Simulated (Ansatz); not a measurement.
# C₂H₆SSi: vertical ionisation energy

One table from this session's results is given with a row withheld; the runs are named, their logs left out.

Program: Ansatz 0.2.0, Gaussian basis. Level of theory: unrestricted cation, the program's frozen cores in correlated methods. These are calculated values, not measurements.

The runs, in order: UKS PBE-D4/def2-TZVPP; UKS r2SCAN-D4/def2-TZVPP; UKS PBE0-D4/def2-TZVPP; UKS B3LYP-D4/def2-TZVPP; UKS wB97X-V/def2-TZVPP; UKS wB97M-V/def2-TZVPP; UKS B2PLYP/def2-TZVPP; UHF-CCSD(T)/def2-TZVPP; UHF-MP2/def2-QZVPP; extrapolation to the limit; then −ε(HOMO) from the neutral's earlier runs with LDA (SPW92), PBE-D4, revPBE-D4, BLYP-D4, r2SCAN-D4, B97M-V, PBE0-D4, B3LYP-D4, r2SCANh-D4, r2SCAN0-D4, HSE06-D4, BHLYP-D4, CAM-B3LYP-D4, LC-ωPBE, ωB97X-V, ωB97M-V.

## The geometry

All runs share one geometry, relaxed beforehand with PBE0-D4 in a triple-zeta def2 set.

10 atoms, charge 0, spin multiplicity 1.

Atoms are counted from 1 here; the program's logs count them from 0.

Bond lengths: C1–C2 1.525 Å, C1–H5 1.093 Å, C1–H6 1.093 Å, C1–H7 1.093 Å, C2–Si3 1.909 Å, C2–H8 1.098 Å, C2–H9 1.098 Å, Si3–S4 2.136 Å, S4–H10 1.348 Å. Angles: C2–C1–H5 111.8°, C2–C1–H6 111.4°, C2–C1–H7 111.4°, H5–C1–H6 107.4°, H5–C1–H7 107.5°, H6–C1–H7 107.0°, C1–C2–Si3 113.6°, C1–C2–H8 110.9°, C1–C2–H9 110.9°, Si3–C2–H8 107.5°, Si3–C2–H9 107.8°, H8–C2–H9 105.7°, C2–Si3–S4 99.6°, Si3–S4–H10 100.8°.

Set-up of the first run:

in.yaml reads:

```yaml
crystal:
  periodic: [false, false, false]
  atoms:
    - {symbol: C, position_ang: [0.504179, 1.430569, 0.056699]}
    - {symbol: C, position_ang: [-0.155016, 0.059626, -0.045087]}
    - {symbol: Si, position_ang: [1.014937, -1.386412, 0.384528]}
    - {symbol: S, position_ang: [-0.317411, -3.027579, 0.079376]}
    - {symbol: H, position_ang: [-0.193374, 2.235483, -0.188755]}
    - {symbol: H, position_ang: [1.355681, 1.515884, -0.623593]}
    - {symbol: H, position_ang: [0.880626, 1.619150, 1.065611]}
    - {symbol: H, position_ang: [-1.022855, -0.008017, 0.624187]}
    - {symbol: H, position_ang: [-0.546071, -0.113304, -1.056134]}
    - {symbol: H, position_ang: [-1.437598, -2.376501, -0.293831]}
basis:
  gaussian: {orbitals: def2-TZVPP}
total_charge: 1
magnetization: {spin_polarized: true, initial_magnetization: 1}
hamiltonian: {xc: pbe, dispersion: d4}
```

Run with:

```sh
$ ansatz run in.yaml --threads 2 --pin off --events-out ev --progress --plain --max-ram 32768MiB --backend cpu
```

Steps of the session up to this table: Cation, UKS PBE-D4/def2-TZVPP; Cation, UKS r2SCAN-D4/def2-TZVPP; Cation, UKS PBE0-D4/def2-TZVPP; Cation, UKS B3LYP-D4/def2-TZVPP; Cation, UKS wB97X-V/def2-TZVPP; Cation, UKS wB97M-V/def2-TZVPP; Cation, UKS B2PLYP (frozen core)/def2-TZVPP; Cation, UHF-CCSD(T)/def2-TZVPP; Cation, UHF-MP2/def2-QZVPP.

One of the session's tables, all rows but one given; the rest of the session is left out.

It belongs to the step «Ionisation energies side by side». For comparison, −ε(HOMO) of the neutral from earlier runs:

| functional | −ε(HOMO) (eV) |
| --- | --- |
| LDA (SPW92) | 5.55 |
| PBE-D4 | 5.45 |
| revPBE-D4 | 5.41 |
| BLYP-D4 | 5.32 |
| r2SCAN-D4 | 5.64 |
| B97M-V | 5.71 |
| PBE0-D4 | 6.49 |
| B3LYP-D4 | 6.32 |
| r2SCANh-D4 | 6.03 |
| r2SCAN0-D4 | 6.61 |
| HSE06-D4 | 6.10 |
| BHLYP-D4 | 7.43 |
| CAM-B3LYP-D4 | ? |
| LC-ωPBE | 9.04 |
| ωB97X-V | 8.73 |
| ωB97M-V | 8.57 |

Q: Estimate the row for CAM-B3LYP-D4 from the others.

As computed: −ε(HOMO) (eV): 7.77. In the column «−ε(HOMO) (eV)» it lies between BHLYP-D4 (7.43) and ωB97M-V (8.57).
